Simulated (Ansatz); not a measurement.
This script makes relaxations under a series of pressures of LuCd, space group Pm-3m with Ansatz 0.2.0 through its Python package.

Script `lucd.py`:
```python
"""Cell of LuCd under pressure."""

import warnings

import ansatz as az
import numpy as np
import pandas as pd

def edges_and_angles(cell):
    cell = np.asarray(cell)
    a, b, c = np.linalg.norm(cell, axis=1)
    cosines = cell[1] @ cell[2] / (b * c), cell[0] @ cell[2] / (a * c), cell[0] @ cell[1] / (a * b)
    return (a, b, c, *np.degrees(np.arccos(cosines)))

warnings.simplefilter("ignore", az.DeckWarning)

cell = (
    az.Lattice.cubic(3.64099)
    .space_group(221)
    .atom("Lu", (0.5, 0.5, 0.5))
    .atom("Cd", (0.0, 0.0, 0.0))
)

job = cell.calculation()
job = job.functional("lda").pseudopotentials("paw", azcp={"folder": "soft_1"})
job = job.kpoints(mesh=(8, 8, 8))
job = job.occupations("Fermi-Dirac", width=50 * az.meV)

# H = F + PV, with 1 GPa A^3 = 1/160.21766 eV
rows = []
for pressure in [0, 2, 4, 6, 8]:
    result = job.relax(cell=True, pressure=pressure).run(threads=1, pin="off")
    cell = result.lattice.cell_ang
    n_atoms = len(result.lattice.sites)
    volume = abs(np.linalg.det(cell)) / n_atoms
    enthalpy = result.report["free_energy_ev"] / n_atoms + pressure * volume / 160.21766
    rows.append((pressure, volume, enthalpy, *edges_and_angles(cell)))
    print(f"{pressure} GPa done: {volume:.4f} A^3/atom")

table = pd.DataFrame(rows, columns=["P_GPa", "V_A3_atom", "H_eV_atom", "a", "b", "c", "alpha", "beta", "gamma"])
print(table.round(4).to_string(index=False))
p, v = np.array([row[0] for row in rows], float), np.array([row[1] for row in rows])
print("mean bulk modulus between rows (GPa):", np.round(-np.diff(p) / np.diff(np.log(v)), 1))
```

From its runs, with one value withheld:

| P (GPa) | relaxed V (Å³/atom) |
| --- | --- |
| 0 | 22.509 |
| 2 | 21.966 |
| 4 | ? |
| 6 | 21.065 |
| 8 | 20.677 |

What volume does the cell relax to at 4 GPa?

Murnaghan's form V = V0 (1 + B' P / B0)^(-1/B') through the 4 rows shown gives V0 = 22.508 Å³, B0 = 78.1 GPa and B' = 4.34, and so 21.490 Å³ an atom at 4 GPa. The run gave 21.486 Å³, 0.02 % away.

Caveats:
- At a fixed pressure a relaxation lowers the enthalpy F + PV, while F alone can rise.
- For a metal this k-point mesh is coarse: on a finer one energies can move by several to tens of meV an atom and pressures by half a GPa or more, differences at one mesh by less.
- The PAW files read here were made with PBE, not with each functional that runs on them.
- This cell is a computed structure, which may not be the phase found in nature.
- Symmetry holds the cell in this phase, whether or not it is the stable one at each pressure.
- The script silences the warnings on its input, which a real study should read.
- The whole script took 75 s on 1 thread of Intel(R) Xeon(R) Processor @ 2.30GHz (shared host), peak memory 0.59 GiB.
